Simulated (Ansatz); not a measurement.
This was printed by a script on Ansatz 0.2.0 through its Python package, for a single point in a Gaussian basis of C3H2BrF, SMILES C#CC(F)Br. What did the script look like? Use: PBE0, def2-TZVP basis, multiplicity 1, D4 dispersion.

```yaml
atoms:
  - { symbol: C, position_ang: [1.7645, 0.0561, 0.0386] }
  - { symbol: C, position_ang: [0.5653, -0.0166, 0.0690] }
  - { symbol: C, position_ang: [-0.8934, -0.1104, 0.1084] }
  - { symbol: F, position_ang: [-1.2669, -1.3304, -0.3597] }
  - { symbol: Br, position_ang: [-1.7098, 1.2768, -0.9817] }
  - { symbol: H, position_ang: [2.8282, 0.1178, 0.0047] }
  - { symbol: H, position_ang: [-1.2879, 0.0067, 1.1207] }
```

```console
$ python run_energy.py
reference energy    -75892.128023 eV
total energy        -75892.253718 eV
occupied orbitals outside the frozen core (up, down): [32, 32]  frozen: 0  virtual: [152, 152]
<S^2> = 0.0  all-electron relativity setting: none
passes: {'evaluations': 16, 'products': 13}
occupied orbitals by irrep: [{'A': 32}, {'A': 32}]
HOMO -8.301 eV, LUMO -1.036 eV, gap 7.265 eV
```

The script that was run (others could print the same):

`run_energy.py`:
```python
from pathlib import Path
import warnings

import ansatz

warnings.simplefilter("ignore", ansatz.DeckWarning)

mol = (
    ansatz.Crystal.molecule()
    .atom("C", (1.7645, 0.0561, 0.0386))
    .atom("C", (0.5653, -0.0166, 0.069))
    .atom("C", (-0.8934, -0.1104, 0.1084))
    .atom("F", (-1.2669, -1.3304, -0.3597))
    .atom("Br", (-1.7098, 1.2768, -0.9817))
    .atom("H", (2.8282, 0.1178, 0.0047))
    .atom("H", (-1.2879, 0.0067, 1.1207))
)

model = mol.calculation().basis(gaussian="def2-TZVP").functional("pbe0", dispersion="d4").orbitals()
outcome = model.run(threads=1, backend="cpu", runs_dir="runs")
data = outcome.report

print("reference energy %16.6f eV" % data["reference_energy_ev"])
print("total energy     %16.6f eV" % data["free_energy_ev"])
print("occupied orbitals outside the frozen core (up, down):", data["n_occupied"], " frozen:", data["n_frozen"], " virtual:", data["n_virtual"])

field = data["mean_field"]
print("<S^2> =", round(abs(field["state"]["spin_squared"]), 4), " all-electron relativity setting:", field["relativity"])
print("passes:", field["passes"])
if "symmetry" in field:
    print("occupied orbitals by irrep:", field["symmetry"]["occupied"])

lines = Path(data["orbitals_path"]).read_text().splitlines()
field_of = lambda key: [line.split("=")[1].strip() for line in lines if line.startswith(key)]
orbitals = [(27.211386 * float(e), s, float(n)) for e, s, n in zip(field_of("Ene="), field_of("Spin="), field_of("Occup="))]
homo = max(e for e, _, n in orbitals if n > 0.5)
lumo = min(e for e, _, n in orbitals if n < 0.5)
print(f"HOMO {homo:.3f} eV, LUMO {lumo:.3f} eV, gap {lumo - homo:.3f} eV")
```

Notes:
- Total energies depend on the basis set; only differences at equal settings carry meaning.
- The geometry is a force-field or estimated start, not a minimum of this method, and the basis set is short of its limit.
- Total less reference energy is the dispersion correction.
- Levels such as HOMO and LUMO are orbital energies: with these approximate functionals they aren't the ionisation energy and electron affinity, and their gap isn't the fundamental gap.
- Timing: 13 s on 1 thread of Arm Neoverse N1, with other jobs on the host, peak memory 0.5 GiB.
